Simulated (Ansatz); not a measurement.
This script makes the interaction energy of a dimer with the counterpoise correction of BrCl with the Ansatz DFT code, driven from Python.

Script `brcl.py`:
```python
"""Binding of a BrCl dimer at a trial geometry."""

from dataclasses import dataclass

import ansatz


@dataclass(frozen=True)
class Options:
    basis: str = "def2-SVPD"
    functional: str = "hf"


cfg = Options()

FIRST = [
    ("Br", (0.0, 0.0, -1.0425)),
    ("Cl", (0.0, 0.0, 1.0425)),
]
SECOND = [
    ("Br", (-2.1125, 1.8565, 1.6666)),
    ("Cl", (-4.1385, 1.4016, 1.8555)),
]

def energy(atoms, ghosts=()):
    molecule = ansatz.Crystal.molecule()
    for symbol, xyz in atoms:
        molecule = molecule.atom(symbol, xyz)
    calc = (
        molecule.calculation()
        .basis(gaussian=cfg.basis)
        .functional(cfg.functional)
    )
    deck = calc.input()
    if ghosts:
        deck = deck.set(ansatz.key.basis.gaussian.ghost_atoms, [{"symbol": s, "position_ang": list(xyz)} for s, xyz in ghosts])
    return ansatz.Session.from_dict(deck).plan().execute().report["free_energy_ev"]

# ghost atoms carry the functions of the partner
both = energy(FIRST + SECOND)
alone = energy(FIRST) + energy(SECOND)
ghosted = energy(FIRST, SECOND) + energy(SECOND, FIRST)
print(f"dimer {both:.6f} eV")
print(f"interaction, uncorrected   {(both - alone):8.3f} eV")
print(f"interaction, counterpoise  {(both - ghosted):8.3f} eV")
print(f"basis-set superposition    {(alone - ghosted):8.3f} eV")
```

How large is the interaction at this pose, and how much of it is basis-set superposition?

Uncorrected it is 0.530 eV, with the counterpoise correction 0.572 eV; the difference, 0.04 eV, is the superposition error. In this basis both values are repulsive.

What the script printed:

Running `python brcl.py` prints:
```text
dimer -164978.220259 eV
interaction, uncorrected      0.530 eV
interaction, counterpoise     0.572 eV
basis-set superposition       0.042 eV
```

Reading the output:
- The settings weren't tested for convergence.
- The dimer is a generated trial pose of unrelaxed monomers, not a minimum, so the figure is no binding energy, and the basis set is small.
- Hartree-Fock leaves correlation out, so bond, atomisation and ionisation energies come out well too low.
- This level lacks the dispersion part of the attraction (electrostatics and induction are there), which can decide the sign where the interaction is weak.
- The spin state was assumed, and another may lie lower.
- Finished in 7.9 s on 1 thread of Intel(R) Xeon(R) Processor @ 2.30GHz (shared host), peak memory 0.44 GiB.
